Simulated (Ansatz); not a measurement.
**BeBr+ (singlet): the correlation ladder, 6-31G**

An exercise on one series of results from a longer session: the logs are not shown, and one member is left open.

Computed with Ansatz 0.2.0, Gaussian basis. Level: 6-31G, core rule «outside noble gas», up to 15 orbitals frozen.

Plan: UHF; CCSD(T) on RHF; BCCD(T) on RHF; CISD; CCSDT(Q) on RHF; CISDTQ; CCSDTQ on RHF; Full CI.

7 further runs of the same task are left out: 3 for a known fault of the program, 1 that didn't finish, 3 set aside as unsound or not needed. Runs told in other sessions of the task aren't counted.

## What is computed

The geometry is a PBE0/def2-TZVP stationary point (not a proven minimum). No spin-orbit coupling is included. The filled d shell of Br may be among the frozen orbitals whatever the setting's name suggests.

2 atoms, charge 1, spin multiplicity 1.

Atoms are counted from 1 here; the program's logs count them from 0.

Bond lengths: Br1–Be2 1.872 Å.

Set-up of the first run:

Contents of in.yaml:

```yaml
crystal:
  periodic: [false, false, false]
  atoms:
    - {symbol: Br, position_ang: [0.000000, 0.000000, 0.000000]}
    - {symbol: Be, position_ang: [0.000000, 0.000000, 1.872400]}
basis:
  gaussian: {orbitals: 6-31G}
total_charge: 1
magnetization: {spin_polarized: true, initial_magnetization: 0}
hamiltonian: {xc: hf}
output: {orbitals: {seedname: orbitals}}
```

Started as:

```
$ ansatz run in.yaml --threads 1 --pin off --events-out ev --progress --plain --max-ram 2393MiB
```

Among the steps run: UHF; CCSD(T) on RHF; BCCD(T) on RHF; CISD; CCSDT(Q) on RHF; CISDTQ; CCSDTQ on RHF; Full CI.

One table of the session follows, with a row left open; its other results are not shown here.

| method | from FCI (meV) |
| --- | --- |
| RHF | +1889.8 |
| RMP2 | +301.5 |
| CISD | +127.6 |
| RCCSD | +92.1 |
| RCCSD(T) | +7.7 |
| BCCD(T) | +7.1 |
| RCCSDT | -6.4 |
| CISDTQ | +5.3 |
| RCCSDT(Q) | -4.2 |
| RCCSDTQ | ? |
| FCI | 0 |

Estimate the missing values for RCCSDTQ.

As computed: from FCI (meV): -2.2. In the column «from FCI (meV)» it lies between RCCSDT(Q) (-4.2) and FCI (0).

To keep in mind: RCCSDT, RCCSDT(Q), RCCSDTQ fall below full CI, which methods that aren't variational can do.
